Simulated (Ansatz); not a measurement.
# GdFe2Ag3: two electronic states of one cell

Aim: solve GdFe2Ag3 (a structure type of another compound, with these elements put in) from each of its saved states, at one geometry and mesh, and see which is lowest and how they differ.

All numbers below are computed with Ansatz 0.2.0 (DFT, PBE, plane waves, PAW).

## (1) Geometry

It takes space group P6/mmm (No. 191, hexagonal). The conventional cell has a = 5.523 Å, b = 5.523 Å, c = 4.487 Å, α = 90.00°, β = 90.00°, γ = 120.00°. Fe (site symmetry -6m2) is surrounded by 6 Ag at 2.75 Å. Gd (site symmetry 6/mmm) has 6 Fe at 3.19 Å and 12 Ag at 3.56 Å as nearest neighbours. Around Ag (site symmetry mmm) lie 4 Fe at 2.75 Å and 4 Ag at 2.76 Å.

Structure file:

```
Fe Gd Ag
1.0
     2.76130    4.78272    0.00000
    -2.76130    4.78272    0.00000
     0.00000    0.00000    4.48656
Fe Gd Ag
2 1 3
Direct
  0.33330 0.33340 0.00000
  0.66660 0.66670 0.00000
  0.00000 0.00000 0.00000
  0.50000 0.50000 0.50000
  0.50000 0.00000 0.50000
  0.00000 0.50000 0.50000
```

The states: A, Fe1 up, Fe2 up, Gd3 down (collinear spin); B, Fe1 up, Fe2 up, Gd3 up (collinear spin). Each run reads its own saved solution as saved_state.

## (2) State A: the run

File input.yaml:

```yaml
crystal:
  lattice:
    - [2.7613031, 4.78271588, 0.0]
    - [-2.7613031, 4.78271588, 0.0]
    - [0.0, 0.0, 4.48655934]
  atoms:
    - { symbol: Fe, position: [0.3333, 0.3334, 0.0] }
    - { symbol: Fe, position: [0.6666, 0.6667, 0.0] }
    - { symbol: Gd, position: [0.0, 0.0, 0.0] }
    - { symbol: Ag, position: [0.5, 0.5, 0.5] }
    - { symbol: Ag, position: [0.5, 0.0, 0.5] }
    - { symbol: Ag, position: [0.0, 0.5, 0.5] }
kpoints:
  mp_grid: { grid: [5, 5, 5], shift: [0, 0, 0] }
  band_path:
    path:
      - [0.0, 0.0, 0.0]
      - [0.49999998, -7.0e-08, 0.0]
      - [0.66666659, 0.33333322, 0.0]
      - [0.0, 0.0, 0.0]
      - [0.0, 0.0, 0.5]
      - [0.49999998, -7.0e-08, 0.5]
      - [0.66666659, 0.33333322, 0.5]
      - [0.0, 0.0, 0.5]
      - [0.49999998, -7.0e-08, 0.5]
      - [0.49999998, -7.0e-08, 0.0]
      - [0.66666659, 0.33333322, 0.5]
    npoints: 6
magnetization:
  spin_polarized: true
scf:
  occupations: { method: fermi_dirac }
  lower_state_search: "off"
  max_iter: 200
hamiltonian:
  pseudopotentials: { kind: paw }
  xc: pbe
basis:
  ecutwfc: 420
  fft_grid_basis: typed
output:
  forces: true
  stress: true
  eigenvalues: true
  bader: true
  populations: true
  elf: true
  write_potential: true
  volumetric_format: npy
  dos:
    e_range: [-12, 8]
    de: 0.05
    projected: { site_lists: { Ag: [Ag], Fe: [Fe], Gd: [Gd] } }
checkpoint:
  read: saved_state
```

## (4) State B: the run

File input.yaml:

```yaml
crystal:
  lattice:
    - [2.7613031, 4.78271588, 0.0]
    - [-2.7613031, 4.78271588, 0.0]
    - [0.0, 0.0, 4.48655934]
  atoms:
    - { symbol: Fe, position: [0.3333, 0.3334, 0.0], spin: 1.02 }
    - { symbol: Fe, position: [0.6666, 0.6667, 0.0], spin: 1.02 }
    - { symbol: Gd, position: [0.0, 0.0, 0.0], spin: 1.02 }
    - { symbol: Ag, position: [0.5, 0.5, 0.5], spin: 1.02 }
    - { symbol: Ag, position: [0.5, 0.0, 0.5], spin: 1.02 }
    - { symbol: Ag, position: [0.0, 0.5, 0.5], spin: 1.02 }
kpoints:
  mp_grid: { grid: [5, 5, 5], shift: [0, 0, 0] }
magnetization:
  spin_polarized: true
scf:
  occupations: { method: fermi_dirac }
  lower_state_search: "off"
  max_iter: 200
hamiltonian:
  pseudopotentials: { kind: paw }
  xc: pbe
basis:
  ecutwfc: 420
  fft_grid_basis: typed
output:
  forces: true
  stress: true
  eigenvalues: true
  bader: true
  populations: true
  elf: true
  write_potential: true
  volumetric_format: npy
  dos:
    e_range: [-12, 8]
    de: 0.05
    projected: { site_lists: { Ag: [Ag], Fe: [Fe], Gd: [Gd] } }
checkpoint:
  read: saved_state
```

(Steps that only read results are left out.)

**Question.** What will these runs give? Wanted: for each run, free energy; largest site moment; size of the net moment; gap; pressure; largest force.

**Answer**, as computed:

| state | free energy (meV/atom) | largest site moment (μB) | size of the net moment (μB/cell) | gap (eV) | pressure (GPa) | largest force (eV/Å) | SCF cycles |
| --- | --- | --- | --- | --- | --- | --- | --- |
| A | 0.0 | 7.14 | 2.04 | metal | -3.4 | 0.00 | 13 |
| B | 13.6 | 6.78 | 12.43 | metal | -3.3 | 0.00 | 16 |

**Reading.** State A lies lowest, 13.6 meV per atom under state B. Every run converged, so convergence alone does not show that a state is the lowest.

Caveats: an open f shell without a U or exact exchange, whose levels then sit too near the Fermi level.
